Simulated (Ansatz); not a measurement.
# C (Carbon): the cost of one run

Program: Ansatz 0.2.0. Level of theory: DFT, PBE, plane-wave PAW, default files, scalar-relativistic, as far as a step names no other. These are calculated values, not measurements.

A COD entry behind a cell of this session may itself be a prediction, so a difference from it is no test against experiment.

## 1. Starting point

It takes space group P6_3/mmc (No. 194, hexagonal). The conventional cell has a = 2.522 Å, b = 2.522 Å, c = 12.356 Å, α = 90.00°, β = 90.00°, γ = 120.00°. C (site symmetry 3m) has 4 C at 1.54 Å as nearest neighbours.

As a file:

```
CELL_PARAMETERS angstrom
2.52210 0.00000 0.00000
-1.26105 2.18420 0.00000
0.00000 0.00000 12.35570
ATOMIC_POSITIONS crystal
C 0.00000 0.00000 0.18750
C 0.00000 0.00000 0.68750
C 0.00000 0.00000 0.31250
C 0.00000 0.00000 0.81250
C 0.33333 0.66667 0.52083
C 0.66667 0.33333 0.02083
C 0.33333 0.66667 0.97917
C 0.66667 0.33333 0.47917
C 0.33333 0.66667 0.64583
C 0.66667 0.33333 0.14583
C 0.33333 0.66667 0.85417
C 0.66667 0.33333 0.35417
```

## 2. Gradients at the starting positions

Contents of input.yaml:

```yaml
crystal:
  lattice:
    - [2.5221, 0.0, 0.0]
    - [-1.26105, 2.1842026709, 0.0]
    - [0.0, 0.0, 12.3557]
  atoms:
    - { symbol: C, position: [0.0, 0.0, 0.1875] }
    - { symbol: C, position: [0.0, 0.0, 0.6875] }
    - { symbol: C, position: [0.0, 0.0, 0.3125] }
    - { symbol: C, position: [0.0, 0.0, 0.8125] }
    - { symbol: C, position: [0.3333333333, 0.6666666667, 0.52083] }
    - { symbol: C, position: [0.6666666667, 0.3333333333, 0.02083] }
    - { symbol: C, position: [0.3333333333, 0.6666666667, 0.97917] }
    - { symbol: C, position: [0.6666666667, 0.3333333333, 0.47917] }
    - { symbol: C, position: [0.3333333333, 0.6666666667, 0.64583] }
    - { symbol: C, position: [0.6666666667, 0.3333333333, 0.14583] }
    - { symbol: C, position: [0.3333333333, 0.6666666667, 0.85417] }
    - { symbol: C, position: [0.6666666667, 0.3333333333, 0.35417] }
kpoints:
  mp_grid: { grid: [14, 14, 3] }
scf:
  occupations: { method: fermi_dirac, width: 0.05 }
hamiltonian:
  xc: pbe
  pseudopotentials: { kind: paw }
output:
  forces: true
  stress: true
  populations: true
  efg: { contact_densities: true }
  write_density: true
  write_potential: true
  elf: true
  volumetric_format: npy
```

Launch:

```console
> ansatz run input.yaml --threads 1 --pin off --max-ram 2560MiB --backend cpu --events-out ev --progress --plain --runs-dir out
```

What time and memory should one allow on 1 thread of an x86-64 CPU, shared host?

About 4.4 s, with a peak of 0.57 GiB.
